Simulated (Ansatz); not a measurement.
# BGePH (doublet): wave-function methods side by side at distance Ge2–H4 = 1.757 Å, cc-pVDZ

An exercise on one series of results from a longer session: the logs are not shown, and one member is left open.

Method: cc-pVDZ, core rule «outside noble gas», up to 20 orbitals frozen; program: Ansatz 0.2.0, Gaussian basis.

To be run: UHF; CCSD(T) on ROHF; CCSD(T) on UHF; BCCD(T) on ROHF; CISD; CCSDT(Q) on ROHF; CCSDT(Q) on UHF; CASSCF and MRCISD+Q, 3 electrons in 3 orbitals; CASSCF and NEVPT2, 3 electrons in 3 orbitals; CASSCF and MRCISD+Q, 9 electrons in 9 orbitals; CASSCF and NEVPT2, 9 electrons in 9 orbitals.

21 further runs of the same task are left out: 2 for a mislabelled method, 13 that didn't finish, 6 set aside as unsound or not needed.

## The geometry

The geometry derives from a PBE0/def2-TZVP stationary point (not a proven minimum). One bond is set to the value named and the two fragments are kept rigid. No spin-orbit coupling is included. The filled d shell of Ge may be among the frozen orbitals whatever the setting's name suggests; the logs give the count.

4 atoms, charge 0, spin multiplicity 2.

Atoms are counted from 1 here; the program's logs count them from 0.

Bond lengths: B1–Ge2 2.043 Å, B1–P3 1.739 Å, Ge2–P3 2.391 Å, Ge2–H4 1.757 Å. Angles: Ge2–B1–P3 78.0°, B1–Ge2–P3 45.3°, B1–Ge2–H4 131.9°, P3–Ge2–H4 86.6°, B1–P3–Ge2 56.7°.

Set-up of the first run:

in.yaml

```yaml
crystal:
  periodic: [false, false, false]
  atoms:
    - {symbol: B, position_ang: [0.000000, -1.248641, -0.806007]}
    - {symbol: Ge, position_ang: [0.000000, 0.031511, 0.785734]}
    - {symbol: P, position_ang: [0.000000, 0.303808, -1.590074]}
    - {symbol: H, position_ang: [0.000000, 1.785891, 0.881637]}
basis:
  gaussian: {orbitals: cc-pVDZ}
magnetization: {spin_polarized: true, initial_magnetization: 1}
hamiltonian: {xc: hf}
output: {orbitals: {seedname: orbitals}}
```

On the command line:

```console
ansatz run in.yaml --threads 1 --pin off --events-out ev --progress --plain --max-ram 2393MiB
```

Steps of the session up to this table: UHF; CCSD(T) on ROHF; CCSD(T) on UHF; BCCD(T) on ROHF; CISD; CCSDT(Q) on ROHF; CCSDT(Q) on UHF; CASSCF and MRCISD+Q, 3 electrons in 3 orbitals; CASSCF and NEVPT2, 3 electrons in 3 orbitals; CASSCF and MRCISD+Q, 9 electrons in 9 orbitals; CASSCF and NEVPT2, 9 electrons in 9 orbitals.

One table of the session follows, with a row left open; its other results are not shown here.

It belongs to the step «Misses and costs». 

```
           method  from RCCSDT(Q) (kJ/mol)
             ROHF                   +851.9
              UHF                        ?
             RMP2                   +137.5
             UMP2                   +153.3
             CISD                   +157.5
            RCCSD                    +58.6
            UCCSD                    +58.3
         RCCSD(T)                     +8.8
         UCCSD(T)                     +9.9
          BCCD(T)                     +8.1
           RCCSDT                     +4.9
           UCCSDT                     +4.8
        RCCSDT(Q)                        0
        UCCSDT(Q)                     -0.5
  CASSCF frontier                   +620.1
  MRCISD frontier                    +82.6
MRCISD+Q frontier                    +14.5
```

**Question.** Estimate the row for UHF.

As computed: from RCCSDT(Q) (kJ/mol): +831.7. In the column «from RCCSDT(Q) (kJ/mol)» it lies between CASSCF frontier (+620.1) and ROHF (+851.9).

Not comparable, so not listed: CASSCF and NEVPT2, 3 electrons in 3 orbitals; CASSCF and NEVPT2, 9 electrons in 9 orbitals (they don't share determinant, frozen orbitals or solution with the rows shown, or repeat one).

Limits of these values: Left out of the table: CASSCF pair, MRCISD pair, MRCISD+Q pair (the active space lost an orbital or holds another state than full CI finds). Restricted and unrestricted rows rest on different reference determinants; where their highest levels disagree by more than a few hundredths of an eV, they describe different states and don't form one ladder. Warnings in the runs' records: passed over end.
